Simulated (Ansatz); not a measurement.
**SiGeHO (doublet): wave-function methods side by side at a displaced geometry (v1), cc-pVDZ**

Aim: climb from Hartree-Fock through coupled cluster and multireference methods for SiGeHO (doublet) at one geometry and basis, and see what each rung misses.

Method: cc-pVDZ, core rule «outside noble gas», up to 20 orbitals frozen; program: Ansatz 0.2.0, Gaussian basis.

The runs, in order: UHF; CCSD(T) on ROHF; CCSD(T) on UHF; BCCD(T) on ROHF; CISD as a restricted active space (open shells left free, so some higher excitations enter); CCSDT(Q) on ROHF; CCSDT(Q) on UHF; CASSCF and MRCISD+Q, 9 electrons in 9 orbitals; CASSCF and NEVPT2, 9 electrons in 9 orbitals.

23 further runs of the same task are left out: 1 for a known fault of the program, 7 that didn't finish, 15 set aside as unsound or not needed. Runs told in other sessions of the task aren't counted.

## Step 1: What is computed

The geometry is a PBE0/def2-TZVP stationary point (not a proven minimum) with its atoms shifted at random (size 0.040 Å). No spin-orbit coupling is included. The filled d shell of Ge may be among the frozen orbitals whatever the setting's name suggests.

4 atoms, charge 0, spin multiplicity 2.

Atoms are counted from 1 here; the program's logs count them from 0.

Bond lengths: Ge1–Si2 2.207 Å, Si2–O3 1.681 Å, O3–H4 0.898 Å. Angles: Ge1–Si2–O3 173.3°, Si2–O3–H4 119.8°.

## Step 2: UHF

The input, in.yaml:

```yaml
crystal:
  periodic: [false, false, false]
  atoms:
    - {symbol: Ge, position_ang: [0.002343, -0.166032, 2.592293]}
    - {symbol: Si, position_ang: [0.001491, -0.279124, 0.387950]}
    - {symbol: O, position_ang: [0.049489, -0.175773, -1.289271]}
    - {symbol: H, position_ang: [-0.053323, 0.620929, -1.690971]}
basis:
  gaussian: {orbitals: cc-pVDZ}
magnetization: {spin_polarized: true, initial_magnetization: 1}
hamiltonian: {xc: hf}
output: {orbitals: {seedname: orbitals}}
```

Run with:

```sh
$ ansatz run in.yaml --threads 1 --pin off --events-out ev --progress --plain --max-ram 2393MiB
```

The runs that follow: CCSD(T) on ROHF; CCSD(T) on UHF; BCCD(T) on ROHF; CISD as a restricted active space (open shells left free, so some higher excitations enter); CCSDT(Q) on ROHF; CCSDT(Q) on UHF; CASSCF and MRCISD+Q, 9 electrons in 9 orbitals; CASSCF and NEVPT2, 9 electrons in 9 orbitals.

Q: Predict the results of all the runs planned. Wanted: UCCSDT(Q) from the RHF energy; RMP2 from UCCSDT(Q); UMP2 from UCCSDT(Q); RCCSD from UCCSDT(Q); RCCSD(T) from UCCSDT(Q); UCCSD(T) from UCCSDT(Q); RCCSDT(Q) from UCCSDT(Q); T1 diagnostic.

**Answer**, as computed:

```
                         quantity          value
    UCCSDT(Q) from the ROHF energy    -10.5354 eV
              RMP2 from UCCSDT(Q)  +114.5 kJ/mol
              UMP2 from UCCSDT(Q)  +115.8 kJ/mol
             RCCSD from UCCSDT(Q)   +47.7 kJ/mol
          RCCSD(T) from UCCSDT(Q)    +8.4 kJ/mol
          UCCSD(T) from UCCSDT(Q)    +8.5 kJ/mol
         RCCSDT(Q) from UCCSDT(Q)    +0.4 kJ/mol
levels within 1 kcal/mol (43 meV)      RCCSDT(Q)
                    T1 diagnostic          0.022
```

**Reading.** RCCSD(T) misses by +8.4 kJ/mol, 0.8 % of the correlation energy. Coupled cluster took another determinant than the lowest Hartree-Fock one. These misses are within one basis, not against nature; the frozen cores of restricted and unrestricted runs differ, which can shift their rows.

With open shells the CI space here admits some higher excitations, so it is larger than plain CISD.
